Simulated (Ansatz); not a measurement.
# C₂H₈O₄Si: a ladder of functionals and wavefunction methods

The task here is to estimate one member of a computed series from the others.

The runs use Ansatz 0.2.0, Gaussian basis; functionals in def2-TZVPP, the program's frozen cores in correlated methods.

Plan: LDA (SPW92), PBE-D4, revPBE-D4, BLYP-D4, r2SCAN-D4, B97M-V, PBE0-D4, B3LYP-D4, r2SCANh-D4, r2SCAN0-D4, HSE06-D4, BHLYP-D4, CAM-B3LYP-D4, LC-ωPBE, ωB97X-V, ωB97M-V, B2PLYP, PBE-QIDH; CCSD(T)/def2-SVP; MP2/def2-TZVPP; MP2/def2-QZVPP; RPA on PBE.

## Structure used throughout

The geometry comes from an earlier relaxation with PBE0-D4 in a triple-zeta def2 set; it is a stationary point, not always the lowest conformer.

SMILES `CO[Si](O)(O)OC`, 15 atoms, charge 0, spin multiplicity 1.

Atoms are counted from 1 here; the program's logs count them from 0.

Bond lengths: C1–O2 1.412 Å, C1–H8 1.091 Å, C1–H9 1.095 Å, C1–H10 1.094 Å, O2–Si3 1.626 Å, Si3–O4 1.630 Å, Si3–O5 1.630 Å, Si3–O6 1.626 Å, O4–H11 0.958 Å, O5–H12 0.958 Å, O6–C7 1.412 Å, C7–H13 1.095 Å, C7–H14 1.091 Å, C7–H15 1.094 Å. Angles: O2–C1–H8 108.1°, O2–C1–H9 111.1°, O2–C1–H10 111.2°, H8–C1–H9 108.6°, H8–C1–H10 109.0°, H9–C1–H10 108.7°, C1–O2–Si3 124.3°, O2–Si3–O4 106.5°, O2–Si3–O5 107.0°, O2–Si3–O6 115.1°, O4–Si3–O5 115.1°, O4–Si3–O6 107.0°, O5–Si3–O6 106.5°, Si3–O4–H11 116.8°, Si3–O5–H12 116.8°, Si3–O6–C7 124.3°, O6–C7–H13 111.1°, O6–C7–H14 108.1° and more.

The first run:

File in.yaml:

```yaml
crystal:
  periodic: [false, false, false]
  atoms:
    - {symbol: C, position_ang: [-0.979093, 2.061363, 0.178824]}
    - {symbol: O, position_ang: [-1.063424, 0.695166, 0.523444]}
    - {symbol: Si, position_ang: [-0.470868, -0.517489, -0.383314]}
    - {symbol: O, position_ang: [-0.995047, -1.902980, 0.297392]}
    - {symbol: O, position_ang: [-0.978950, -0.262588, -1.911250]}
    - {symbol: O, position_ang: [1.151777, -0.601935, -0.444628]}
    - {symbol: C, position_ang: [1.970842, -0.978703, 0.641442]}
    - {symbol: H, position_ang: [-1.561077, 2.631147, 0.904923]}
    - {symbol: H, position_ang: [0.057389, 2.412892, 0.208936]}
    - {symbol: H, position_ang: [-1.382458, 2.243505, -0.821335]}
    - {symbol: H, position_ang: [-1.877640, -1.894964, 0.669274]}
    - {symbol: H, position_ang: [-0.492130, -0.704078, -2.607973]}
    - {symbol: H, position_ang: [1.941013, -0.227687, 1.437595]}
    - {symbol: H, position_ang: [2.996948, -1.062016, 0.279858]}
    - {symbol: H, position_ang: [1.660918, -1.942133, 1.056110]}
basis:
  gaussian: {orbitals: def2-TZVPP}
hamiltonian: {xc: lda}
output: {orbitals: {seedname: orbitals}}
```

On the command line:

```bash
ansatz run in.yaml --threads 4 --pin off --events-out ev --progress --plain --max-ram 11315MiB
```

Steps of the session up to this table: LDA; PBE-D4 (GGA); revPBE-D4 (GGA); BLYP-D4 (GGA); r2SCAN-D4 (meta-GGA); B97M-V (meta-GGA); B3LYP-D4 (hybrid); r2SCANh-D4 (hybrid); r2SCAN0-D4 (hybrid); HSE06-D4 (hybrid); BHLYP-D4 (hybrid); CAM-B3LYP-D4 (range-separated); LC-ωPBE (range-separated); ωB97X-V (range-separated); ωB97M-V (range-separated); B2PLYP (double hybrid); PBE-QIDH (double hybrid).

One table of the session follows, with a row left open; its other results are not shown here.

It belongs to the step «Frontier levels by functional». 

| functional | HOMO (eV) | LUMO (eV) | gap (eV) |
| --- | --- | --- | --- |
| LDA (SPW92) | -6.69 | -0.36 | 6.33 |
| PBE-D4 | -6.54 | -0.16 | 6.38 |
| revPBE-D4 | -6.48 | -0.05 | 6.43 |
| BLYP-D4 | -6.46 | -0.18 | 6.28 |
| r2SCAN-D4 | -6.89 | 0.50 | 7.38 |
| B97M-V | -7.02 | 0.08 | 7.10 |
| PBE0-D4 | -8.16 | 0.75 | 8.91 |
| B3LYP-D4 | -7.92 | 0.38 | 8.30 |
| r2SCANh-D4 | -7.49 | 0.78 | 8.27 |
| r2SCAN0-D4 | -8.41 | 1.18 | 9.59 |
| HSE06-D4 | -7.75 | 0.38 | 8.14 |
| BHLYP-D4 | ? | ? | ? |
| CAM-B3LYP-D4 | -9.64 | 1.54 | 11.18 |
| LC-ωPBE | -10.98 | 2.92 | 13.90 |
| ωB97X-V | -10.65 | 2.68 | 13.33 |
| ωB97M-V | -10.58 | 2.24 | 12.82 |

Estimate the missing values for BHLYP-D4.

Worked estimate for «HOMO (eV)». Against the share of exact exchange, BLYP-D4 (0, -6.46), B3LYP-D4 (0.2, -7.92) give a slope of -7.30 per unit share; at 0.5 the line stands at -10.11.

The run gave: HOMO (eV): -9.74; LUMO (eV): 1.43; gap (eV): 11.17. In «HOMO (eV)» the line misses by -0.37.
